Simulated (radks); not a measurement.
**Excited configurations of Ru²⁺**

The task here is to estimate one member of a computed series from the others.

Program: radks (a radial shooting solver on a logarithmic mesh, Libxc functionals) version 1. Level of theory: scalar-relativistic Kohn-Sham, r2SCAN, spin-polarised, spherical densities, finite nucleus; open shells are filled with parallel spins first. These are calculated values, not measurements, unless marked.

**What is computed**

```
element            : ruthenium (Z = 44)
charge             : +2
electrons          : 42
configuration      : [Kr] 4d6
nuclear rms radius : 4.4809 fm
```

The outer shells:

Ru²⁺
```
[Kr] core
4d [↑↓][↑ ][↑ ][↑ ][↑ ]
```

Set-up of the first run:

The run's settings:

```text
Z 44
configuration [Kr] 4d6
relativity scalar-relativistic
functional r2scan,r2scan
spin polarised
nucleus finite rms 4.4809 fm
c 137.035999084
```

Steps of the session up to this table: Ground configuration: [Kr] 4d6.

One of the session's tables, all rows but one given; the rest of the session is left out.

It belongs to the step «Ground configuration: [Kr] 4d6». Sizes of the orbitals, from the radial functions (bohr):

```
  level     <r>  outermost maximum (interpolated)  90 % within  nodes
  3d up  0.3841                             0.302        0.611      0
3d down       ?                                 ?            ?      ?
  4s up   1.023                             0.919         1.49      3
4s down   1.017                             0.913         1.48      3
  4p up   1.126                             0.986         1.66      2
4p down   1.120                             0.979         1.66      2
  4d up   1.503                              1.19         2.35      1
4d down   1.541                              1.19         2.45      1
```

**Question.** Estimate the row for 3d down.

**Answer.** <r>: 0.3841; outermost maximum (interpolated): 0.302; 90 % within: 0.610; nodes: 0.

Caveats from the session: Open shells are spherical and high-spin; term and fine-structure splittings are not resolved.
